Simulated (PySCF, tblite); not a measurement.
**C6H4BBrF2: geometry, infrared bands, NMR shifts, spin-spin couplings and electronic excitations**

What infrared bands, NMR shifts, spin-spin couplings and electronic excitations should C6H4BBrF2 (`FB(F)c1cccc(Br)c1`) show?

Computed with tblite 0.8.0 and PySCF 2.14.0, with density-fitted response routines of our own, on a single molecule in the gas phase. Atoms count from 0, in the outputs and in this text.

## (1) The molecule as given

14 atoms, charge 0, multiplicity 1; geometry from: force field or distance geometry start.

Bonds of the start (Å): F0–B1 1.44, B1–F2 1.46, B1–C3 1.57, C3–C4 1.42, C4–C5 1.40, C5–C6 1.40, C6–C7 1.40, C7–Br8 1.90, C7–C9 1.39, C9–C3 1.40, C4–H10 1.08, C5–H11 1.09, C6–H12 1.09, C9–H13 1.09.

## (2) Optimising the geometry with GFN2-xTB

Job settings and geometry (Å):

```
{"job": {"kind": "relax", "xc": "GFN2-xTB", "basis": "xTB"}, "charge": 0, "multiplicity": 1}
F      3.113100     1.178100    -0.698000
B      2.429800    -0.005600    -0.235200
F      3.229200    -1.182100     0.106100
C      0.869700    -0.026900    -0.079800
C      0.221500    -1.194600     0.394600
C     -1.173900    -1.213100     0.521100
C     -1.920400    -0.075800     0.200700
C     -1.276800     1.083200    -0.248500
Br    -2.307700     2.623700    -0.687600
C      0.105600     1.101000    -0.386400
H      0.785300    -2.083500     0.638200
H     -1.668300    -2.110500     0.879100
H     -3.003100    -0.099200     0.322400
H      0.595400     2.004700    -0.748700
```

On the command line:

```console
OMP_NUM_THREADS=1 python probes_run.py task.json out
```

One launch serves the whole session: the jobs run in the order shown.

What it wrote:

```text
step      E/eV     max force
  0    -809.01319    3.732
  1    -809.40951    2.542
  2    -809.50959    3.572
  3    -809.62266    0.671
  4    -809.64564    0.433
  5    -809.66188    0.165
  6    -809.66293    0.090
  7    -809.66385    0.047
  8    -809.66396    0.040
  9    -809.66420    0.031
 10    -809.66431    0.022
 11    -809.66436    0.015
 12    -809.66438    0.012
 13    -809.66439    0.010
```

Run time: 0.09 s. Hardware: 1 thread of Arm Neoverse V2, shared host.

Along the way:

```tsv
step	energy from step 0 (eV)	largest force (eV/Å)
0	0.0000	3.7323
1	-0.3963	2.5425
2	-0.4964	3.5717
3	-0.6095	0.6714
4	-0.6324	0.4328
5	-0.6487	0.1653
6	-0.6497	0.0904
7	-0.6507	0.0472
8	-0.6508	0.0396
9	-0.6510	0.0309
10	-0.6511	0.0224
11	-0.6512	0.0146
12	-0.6512	0.0121
13	-0.6512	0.0102
```

Distances of close pairs at the start and the end, largest changes first:

```tsv
bond	before (Å)	after (Å)	change (Å)
B1–F2	1.463	1.319	-0.144
F0–B1	1.443	1.318	-0.125
C4–C5	1.401	1.383	-0.018
C3–C4	1.417	1.399	-0.018
C6–C7	1.400	1.386	-0.014
C5–C6	1.398	1.385	-0.013
B1–C3	1.568	1.557	-0.011
C9–H13	1.090	1.079	-0.010
```

The final coordinates are the input of the step that follows.

## (3) Infrared spectrum with GFN2-xTB

Job settings and geometry (Å):

```
{"job": {"kind": "ir", "xc": "GFN2-xTB", "basis": "xTB"}, "charge": 0, "multiplicity": 1}
F      3.084450     1.048092    -0.653036
B      2.422403    -0.008581    -0.226515
F      3.183957    -1.045995     0.060524
C      0.873088    -0.034540    -0.072685
C      0.212402    -1.180772     0.383070
C     -1.163473    -1.201852     0.520593
C     -1.913922    -0.080890     0.207668
C     -1.264380     1.056669    -0.245230
Br    -2.289201     2.601623    -0.679666
C      0.109039     1.093420    -0.388311
H      0.794871    -2.055479     0.628153
H     -1.660119    -2.093075     0.872736
H     -2.988306    -0.087118     0.312765
H      0.598512     1.988026    -0.742230
```

What it wrote:

```text
mode    cm-1     km/mol
  1      46.8      0.42
  2      91.0      1.56
  3     111.4      1.99
  4     166.8      0.18
  5     217.1      0.09
  6     278.7      5.54
  7     316.5      4.63
  8     370.2      5.14
  9     417.0      2.44
 10     424.8     11.55
 11     522.3     24.25
 12     577.0     74.85
 13     630.2      3.06
 14     660.6     24.21
 15     746.4      3.35
 16     786.5     12.85
 17     889.0      0.16
 18     906.3      0.16
 19     930.1      0.02
 20     967.1      8.54
 21    1097.9     15.50
 22    1105.0     17.65
 23    1130.2      1.92
 24    1186.9      1.84
 25    1256.6     69.97
 26    1275.8    341.16
 27    1288.5    553.52
 28    1311.5      2.00
 29    1399.8     51.42
 30    1443.6     41.34
 31    1549.7     26.04
 32    1580.0      8.04
 33    3089.7      9.29
 34    3098.7     12.91
 35    3099.6     10.04
 36    3104.9     11.85
```

It took 0.44 s on 1 thread of Arm Neoverse V2, shared host.

Which atoms move in the most intense modes:

```tsv
cm⁻¹	km/mol	atoms
522	24.2	F0 28 %, F2 26 %, B1 17 %
577	74.8	B1 46 %, C7 20 %, C3 13 %
1257	70.0	H13 44 %, H12 13 %, H10 12 %
1276	341.2	B1 72 %, F2 15 %, F0 10 %
1288	553.5	B1 51 %, C3 14 %
1400	51.4	C7 21 %, C3 18 %, H12 14 %, C9 11 %
1444	41.3	C3 17 %, C5 16 %, C7 11 %
1550	26.0	C6 32 %, C3 20 %, C5 17 %, C9 11 %
```

## (4) Geometry optimisation at PBE0-D3(BJ)/def2-SVP

Job settings and geometry (Å):

```
{"job": {"xc": "PBE0", "basis": "def2-SVP", "d3": "d3bj", "grid": 1, "shake": 0.01, "kind": "geom"}, "charge": 0, "multiplicity": 1}
F      3.104860     1.022540    -0.648860
B      2.416730    -0.013110    -0.228670
F      3.163760    -1.048310     0.051870
C      0.906320    -0.032280    -0.076210
C      0.209590    -1.187450     0.372520
C     -1.167380    -1.197030     0.518210
C     -1.904340    -0.082890     0.207910
C     -1.248920     1.062120    -0.250280
Br    -2.291030     2.607030    -0.660320
C      0.106340     1.090980    -0.378290
H      0.786010    -2.058400     0.636980
H     -1.654320    -2.092160     0.879440
H     -3.016590    -0.076900     0.303170
H      0.581830     1.990790    -0.735220
```

What it wrote:

```text
step   0  E = -3028.44525452  max force = 0.039976
step   1  E = -3028.44966629  max force = 0.010777
step   2  E = -3028.44987596  max force = 0.003938
step   3  E = -3028.45015416  max force = 0.001851
step   4  E = -3028.45017998  max force = 0.001465
step   5  E = -3028.45017878  max force = 0.001862
step   6  E = -3028.45021712  max force = 0.000724
step   7  E = -3028.45022592  max force = 0.001268
step   8  E = -3028.45024531  max force = 0.000842
step   9  E = -3028.45025825  max force = 0.000736
step  10  E = -3028.45026019  max force = 0.000483
step  11  E = -3028.45026126  max force = 0.000266
optimisation converged
```

Wall time 3.6 min (1 thread of Arm Neoverse V2, shared host); peak memory 0.78 GiB.

Relaxation path:

```tsv
step	energy from step 0 (eV)	largest force component (eV/Å)
0	0.0000	2.0556
1	-0.1201	0.5542
2	-0.1258	0.2025
3	-0.1333	0.0952
4	-0.1340	0.0753
5	-0.1340	0.0957
6	-0.1350	0.0372
7	-0.1353	0.0652
8	-0.1358	0.0433
9	-0.1362	0.0378
10	-0.1362	0.0248
11	-0.1362	0.0137
```

Close pairs (by a distance rule), those that changed most:

```tsv
bond	before (Å)	after (Å)	change (Å)
B1–C3	1.518	1.548	+0.030
C7–C9	1.362	1.392	+0.030
C6–H12	1.116	1.091	-0.025
C5–C6	1.371	1.394	+0.023
C7–Br8	1.908	1.886	-0.022
C3–C4	1.422	1.403	-0.019
C4–H10	1.077	1.092	+0.015
C9–H13	1.078	1.092	+0.013
```

The next job starts from the end point, and lists it.

```tsv
at the end point	value
point group (found at 0.08 Å tolerance)	Cs
rotational constants (GHz, main isotopes)	1.943, 0.439, 0.358
dipole moment (D)	1.90
```

## (5) NMR shieldings: PBE0/pcSseg-1

Job settings and geometry (Å):

```
{"job": {"kind": "nmr", "xc": "PBE0", "basis": "pcSseg-1"}, "charge": 0, "multiplicity": 1}
F      3.593808     0.323103    -0.941349
B      2.978765    -0.710460    -0.397531
F      3.701243    -1.793500    -0.178034
C      1.473782    -0.661554    -0.036378
C      0.842183    -1.775043     0.536573
C     -0.511925    -1.731411     0.853203
C     -1.253692    -0.577819     0.602474
C     -0.627131     0.531354     0.032487
Br    -1.631729     2.091085    -0.308216
C      0.727045     0.498848    -0.286774
H      1.422169    -2.679753     0.733170
H     -1.002676    -2.598996     1.299974
H     -2.316325    -0.534979     0.848115
H      1.205015     1.373931    -0.731647
```

With the program's defaults for keys left out, this is: GIAO PBE0/pcSseg-1 NMR shielding, non-relativistic, gas phase.

What it wrote:

```text
coarse grid: 64080 points
cycle   1  E = -3028.6814522627  dE =  3.997e-01  |g| = 9.269e-01  |ddm| = 4.015e+00
cycle   2  E = -3028.6350432047  dE =  4.641e-02  |g| = 9.385e-01  |ddm| = 1.019e+00
cycle   3  E = -3028.7542809783  dE = -1.192e-01  |g| = 1.980e-01  |ddm| = 6.671e-01
cycle   4  E = -3028.7598186390  dE = -5.538e-03  |g| = 7.424e-02  |ddm| = 1.978e-01
cycle   5  E = -3028.7610480819  dE = -1.229e-03  |g| = 2.089e-02  |ddm| = 9.015e-02
cycle   6  E = -3028.7611517119  dE = -1.036e-04  |g| = 4.440e-03  |ddm| = 2.110e-02
cycle   7  E = -3028.7611560559  dE = -4.344e-06  |g| = 1.254e-03  |ddm| = 5.833e-03
final grid: 136232 points
cycle   8  E = -3028.7609865416  dE =  5.715e-07  |g| = 1.961e-03  |ddm| = 4.034e-03
cycle   9  E = -3028.7609846266  dE =  1.915e-06  |g| = 3.319e-03  |ddm| = 5.395e-03
cycle  10  E = -3028.7609875647  dE = -2.938e-06  |g| = 3.285e-04  |ddm| = 3.357e-03
cycle  11  E = -3028.7609875941  dE = -2.942e-08  |g| = 3.727e-05  |ddm| = 3.766e-04
cycle  12  E = -3028.7609875943  dE = -1.955e-10  |g| = 1.247e-05  |ddm| = 4.017e-05
converged SCF energy = -3028.7609875943

GIAO shielding tensors (ppm)
atom      isotropic    diamagn.    paramagn.     s11        s22        s33       span
  0 F      265.183     467.796    -202.613     99.220    309.258    387.071    287.852
  1 B       75.995     197.558    -121.563     66.573     77.663     83.750     17.176
  2 F      264.758     465.589    -200.830     98.292    309.257    386.725    288.433
  3 C       54.422     256.239    -201.817    -37.665     17.714    183.218    220.883
  4 C       43.403     252.461    -209.058    -71.750     23.531    178.430    250.180
  5 C       49.609     254.492    -204.883    -59.071     36.728    171.171    230.241
  6 C       40.127     249.280    -209.153    -63.928     32.175    152.133    216.061
  7 C       40.915     255.491    -214.576    -55.572     52.890    125.429    181.001
  8 Br    2010.274    3122.088   -1111.814   1548.248   1582.334   2900.241   1351.994
  9 C       37.657     249.827    -212.170    -70.036     29.842    153.165    223.201
 10 H       23.314      30.086      -6.772     19.381     22.896     27.664      8.283
 11 H       23.768      29.186      -5.418     20.124     24.537     26.645      6.521
 12 H       23.471      30.166      -6.695     18.685     22.198     29.530     10.845
 13 H       23.100      31.193      -8.092     17.583     20.817     30.902     13.319
```

Wall time 47 s (1 thread of Arm Neoverse V2, shared host); peak memory 1.2 GiB.

Shifts follow as δ = σ(reference) − σ, with reference shieldings (ppm) from runs at the same level and on the same kind of geometry: ¹H TMS 31.27, ¹³C TMS 184.4, ¹⁹F CFCl3 177.2, ¹¹B BF3·OEt2 100.7, ⁷⁹Br HBr 2584. The references are single molecules in the gas phase, so shifts against H2O, NH3, PH3, H3PO4 or CFCl3 are not on the usual liquid scales and can be off by tens of ppm. Atoms listed in one row are averaged.

```tsv
atoms	environment	σ (ppm)	δ (ppm)	δ scaled to CDCl3
C9	aromatic CH	37.7	146.8	142.0
C6	aromatic CH	40.1	144.3	139.6
C7	aromatic carbon bearing bromine	40.9	143.5	125.5
C4	aromatic CH	43.4	141.0	136.4
C5	aromatic CH	49.6	134.8	130.4
C3	substituted aromatic carbon	54.4	130.0	125.7
H13	hydrogen on an aromatic CH	23.10	8.17	7.96
H10	hydrogen on an aromatic CH	23.31	7.95	7.75
H12	hydrogen on an aromatic CH	23.47	7.80	7.60
H11	hydrogen on an aromatic CH	23.77	7.50	7.32
F0, F2	fluorine bonded to B	265.0	-87.7	–
B1	boron bonded to C, 2 F	76.0	24.7	–
Br8	bromine bonded to C	2010	574	–
```

The scaled column applies a straight-line fit of computed shieldings to shifts measured in CDCl3, with any fitted terms for Cl, Br or S neighbours, and one for carbons that bear F (root-mean-square error 0.21 ppm for H, 2.0 ppm for C).

The run also stored atomic charges by several schemes (e):

```tsv
atoms	Mulliken	IAO	Hirshfeld	ESP fit
F0, F2	-0.29	-0.31	-0.13	-0.28
B1	0.79	0.72	0.31	0.68
C3	-0.31	-0.19	-0.09	-0.26
C4	-0.06	-0.12	-0.03	-0.06
C5	-0.08	-0.14	-0.04	-0.26
C6	0.06	-0.13	-0.04	0.16
C7	-0.25	-0.07	0.00	-0.33
Br8	-0.07	0.02	-0.01	0.00
C9	0.08	-0.12	-0.04	0.16
```

Mayer bond orders: F0–B1 1.12, B1–F2 1.12, B1–C3 0.94, C3–C4 1.40, C4–C5 1.44, C5–C6 1.42, C6–C7 1.35, C7–Br8 1.07, C7–C9 1.36, C9–C3 1.39.

Ring of atoms C3, C4, C5, C6, C7, C9: NICS(0) -8.3, NICS(1) -10.9, NICS(1)zz -26.5 ppm (means of both faces).

Orbitals, density, ELF and potential are computed afterwards from the orbital file.

Frontier orbitals at PBE0/pcSseg-1, with the share of their density that lies nearest to each atom:

```tsv
orbital	energy (eV)	lies on
HOMO	-7.42	Br8 38 %; C4, C7 about 16 % each; C9 10 %
LUMO	-1.82	B1 19 %; C3, C6 about 17 % each; C4, C9 about 10 % each
```

ELF in a plane through or near 14 of the atoms.

Ten even steps from '0' (0.00) to '9' (1.00):
```
0000000000000000000000000000
0000000000000000000000000000
0000000000000000000000000000
0000000000020000487200000000
0000000005998101999920000000
0000000006999403999920000000
0000134401999655698300000000
0001588830261356735126510000
0003787840265256597699960000
0002578717725620338699980000
0000012186824742487578510000
0000267853458328145200000000
0001586671035528427545530000
0000378871089973366238863000
0000023430299970262474863000
0000000000299820484426741000
0000000000002000688865310000
0000000000000000356531000000
0000000000000000012210000000
0000000000000000000000000000
```
The map spans 11.7 Å across and 10.3 Å up, centred on the molecule. Atoms in the plane (x, y in Å): F0 (-3.0, -1.4), B1 (-2.4, -0.2), F2 (-3.2, 0.8), C3 (-0.9, 0.0), C4 (-0.3, 1.2), C5 (1.1, 1.4), C6 (1.9, 0.3), C7 (1.3, -1.0), Br8 (2.5, -2.5), C9 (0.0, -1.2), H10 (-1.0, 2.1), H11 (1.5, 2.4), H12 (3.0, 0.4), H13 (-0.5, -2.2).

On the surface of density 0.002 e/bohr³ the electrostatic potential runs, from the 1st to the 99th percentile, from -0.66 V near F0 to 1.57 V near B1.

## (6) J couplings: B3LYP/pcSseg-1+pcJ-1

Settings changed since step 5:

```diff
@@ -1,2 +1,2 @@
-{"job": {"kind": "nmr", "xc": "PBE0", "basis": "pcSseg-1"}, "charge": 0, "multiplicity": 1}
+{"job": {"kind": "j", "xc": "B3LYP", "basis": "pcJ-1"}, "charge": 0, "multiplicity": 1}
 F      3.593808     0.323103    -0.941349
```

Level: B3LYP/pcJ-1 Br:pcSseg-1 indirect spin-spin coupling, non-relativistic, gas phase.

What it wrote:

```text
coarse grid: 64080 points
cycle   1  E = -3029.5545332132  dE =  2.939e-01  |g| = 1.006e+00  |ddm| = 4.022e+00
cycle   2  E = -3029.4754566333  dE =  7.908e-02  |g| = 1.111e+00  |ddm| = 1.043e+00
cycle   3  E = -3029.6410960739  dE = -1.656e-01  |g| = 2.247e-01  |ddm| = 7.317e-01
cycle   4  E = -3029.6475358709  dE = -6.440e-03  |g| = 8.586e-02  |ddm| = 1.996e-01
cycle   5  E = -3029.6491079689  dE = -1.572e-03  |g| = 2.759e-02  |ddm| = 9.610e-02
cycle   6  E = -3029.6492927796  dE = -1.848e-04  |g| = 6.157e-03  |ddm| = 2.607e-02
cycle   7  E = -3029.6493015298  dE = -8.750e-06  |g| = 1.348e-03  |ddm| = 7.066e-03
final grid: 136232 points
cycle   8  E = -3029.6490540243  dE =  8.278e-07  |g| = 2.233e-03  |ddm| = 4.057e-03
cycle   9  E = -3029.6490507343  dE =  3.290e-06  |g| = 4.148e-03  |ddm| = 5.963e-03
cycle  10  E = -3029.6490553577  dE = -4.623e-06  |g| = 4.179e-04  |ddm| = 3.824e-03
cycle  11  E = -3029.6490554048  dE = -4.716e-08  |g| = 5.447e-05  |ddm| = 4.364e-04
cycle  12  E = -3029.6490554052  dE = -4.165e-10  |g| = 1.808e-05  |ddm| = 5.356e-05
converged SCF energy = -3029.6490554052

Indirect spin-spin couplings (Hz)
  i      j    bonds     total        FC       PSO       DSO        SD
  0 F    1 B    1   -122.223   -71.622   -51.907     1.050     0.255
  0 F    2 F    2   -204.831    37.100  -243.664    -0.910     2.644
  0 F    3 C    2     36.895    40.042    -3.509     0.081     0.282
  0 F    4 C    3     11.796     5.316     4.339    -0.231     2.371
  0 F    5 C    4      2.273     2.276     0.565    -0.209    -0.359
  0 F    6 C    5      1.842     0.739     0.032    -0.162     1.233
  0 F    7 C    4     -2.074    -1.246    -0.147    -0.041    -0.640
  0 F    9 C    3     -0.448    -0.946    -0.959     0.182     1.275
  0 F   10 H    4     -0.196    -0.287     1.258    -1.032    -0.135
  0 F   11 H    5      1.616     1.564     0.999    -0.952     0.005
  0 F   12 H    6     -0.301    -0.195     0.751    -0.868     0.010
  1 B    2 F    1   -122.106   -71.560   -51.835     1.045     0.244
  1 B    3 C    1    103.032   103.934    -1.677     0.470     0.305
  1 B    4 C    2      2.266     1.905     0.071     0.089     0.200
  1 B    5 C    3      5.138     5.149     0.064    -0.033    -0.042
  1 B    6 C    4     -0.585    -0.735     0.027    -0.027     0.150
  1 B    7 C    3      6.764     6.736     0.066     0.010    -0.048
  1 B    9 C    2      2.814     2.475     0.045     0.109     0.184
  1 B   10 H    3      4.813     4.875    -0.342     0.300    -0.019
  1 B   11 H    4      1.101     1.085     0.256    -0.239    -0.001
  1 B   12 H    5      0.246     0.206     0.282    -0.268     0.026
  1 B   13 H    3      5.284     5.297    -0.360     0.367    -0.020
  2 F    3 C    2     37.654    40.721    -3.376     0.078     0.232
  2 F    4 C    3     -0.207    -0.677    -0.957     0.128     1.299
  2 F    5 C    4     -1.828    -0.974    -0.091    -0.139    -0.623
  2 F    6 C    5      1.870     0.686     0.073    -0.155     1.266
  2 F    7 C    4      3.015     3.182     0.430    -0.122    -0.475
  2 F    9 C    3     11.917     5.716     4.139    -0.199     2.261
  2 F   12 H    6     -0.276    -0.173     0.711    -0.811    -0.004
  3 C   10 H    2      4.026     5.229    -1.075    -0.128         -
  3 C   11 H    3      7.554     7.642     0.311    -0.399         -
  3 C   12 H    4     -0.796    -0.822     0.351    -0.325         -
  3 C   13 H    2      3.054     4.159    -1.043    -0.061         -
  4 C   10 H    1    171.420   170.526    -0.077     0.970         -
  4 C   11 H    2      1.588     2.819    -0.948    -0.282         -
  4 C   12 H    3      8.049     8.108     0.355    -0.413         -
  4 C   13 H    3      8.070     8.181     0.276    -0.388         -
  5 C   10 H    2      2.494     3.695    -0.942    -0.259         -
  5 C   11 H    1    170.272   169.215     0.178     0.880         -
  5 C   12 H    2      0.967     2.071    -0.869    -0.235         -
  5 C   13 H    4     -1.118    -1.151     0.389    -0.356         -
  6 C   10 H    3      8.569     8.625     0.352    -0.408         -
  6 C   11 H    2      2.483     3.656    -0.940    -0.233         -
  6 C   12 H    1    173.999   172.913     0.016     1.070         -
  6 C   13 H    3      5.909     5.909     0.389    -0.389         -
  7 C   10 H    4     -1.828    -1.958     0.383    -0.252         -
  7 C   11 H    3     11.092    11.042     0.356    -0.306         -
  7 C   12 H    2     -2.898    -2.063    -0.900     0.066         -
  7 C   13 H    2     -2.571    -1.729    -0.949     0.108         -
  9 C   10 H    3      8.441     8.548     0.284    -0.391         -
  9 C   11 H    4     -1.371    -1.357     0.343    -0.356         -
  9 C   12 H    3      5.778     5.775     0.401    -0.398         -
  9 C   13 H    1    176.396   175.380    -0.178     1.195         -
 10 H   11 H    3      8.319     8.478     0.041    -0.200         -
 10 H   12 H    4      0.961     0.946     1.589    -1.574         -
 10 H   13 H    4      0.888     0.881     1.642    -1.635         -
 11 H   12 H    3      9.236     9.238     0.095    -0.097         -
 11 H   13 H    5      0.563     0.609     1.615    -1.662         -
 12 H   13 H    4      1.974     2.127     1.652    -1.805         -
```

Wall time 2.4 min (1 thread of Arm Neoverse V2, shared host); peak memory 1.5 GiB.

Couplings of 1 Hz or more, nine at most for each number of bonds, with means over like pairs (isotopes 11B, 13C, 19F, 1H):

```tsv
pair	bonds	J (Hz)	Fermi contact (Hz)	dihedral (°)
C9–H13	1	176.4	175.4	–
C6–H12	1	174.0	172.9	–
C4–H10	1	171.4	170.5	–
C5–H11	1	170.3	169.2	–
F0–B1	1	-122.2	-71.6	–
B1–C3	1	103.0	103.9	–
F0–F2	2	-204.8	37.1	–
F0–C3	2	37.3	40.4	–
C3–H10	2	4.0	5.2	–
C3–H13	2	3.1	4.2	–
C7–H12	2	-2.9	-2.1	–
B1–C9	2	2.8	2.5	–
C7–H13	2	-2.6	-1.7	–
C5–H10	2	2.5	3.7	–
C6–H11	2	2.5	3.7	–
C7–H11	3	11.1	11.0	180
H11–H12	3	9.2	9.2	0
C6–H10	3	8.6	8.6	-180
C9–H10	3	8.4	8.5	-180
H10–H11	3	8.3	8.5	0
C4–H13	3	8.1	8.2	180
C4–H12	3	8.0	8.1	-180
C3–H11	3	7.6	7.6	-180
B1–C7	3	6.8	6.7	180
H12–H13	4	2.0	2.1	–
C7–H10	4	-1.8	-2.0	–
C9–H11	4	-1.4	-1.4	–
C5–H13	4	-1.1	-1.2	–
B1–H11	4	1.1	1.1	–
```

The spin-dipole term was solved for some atoms only; pairs without it lack that part.

The response was solved for the nuclei of B, F, H alone, so couplings that need other nuclei can be missing.

Quadrupole couplings from the field gradients of the same density:

```tsv
atom	isotope	eQq/h (MHz)	η
Br8	79Br	585.1	0.06
B1	11B	3.084	0.74
```

Joined with the shifts from before (PBE0/pcSseg-1, scaled to CDCl3), the couplings predict the line list below for 400 MHz. H–H couplings in it are scaled by factors fitted to measured ones, so they differ from the table. Couplings to quadrupolar nuclei are left out.

¹H NMR δ 7.96 (d, J = 2.0 Hz, 1H), 7.75 (dd, J = 7.6, 1.0 Hz, 1H), 7.60 (ddd, J = 8.5, 2.0, 1.0 Hz, 1H), 7.32 (dd, J = 8.5, 7.6 Hz, 1H).

(Part 1 of 2 ends here.)
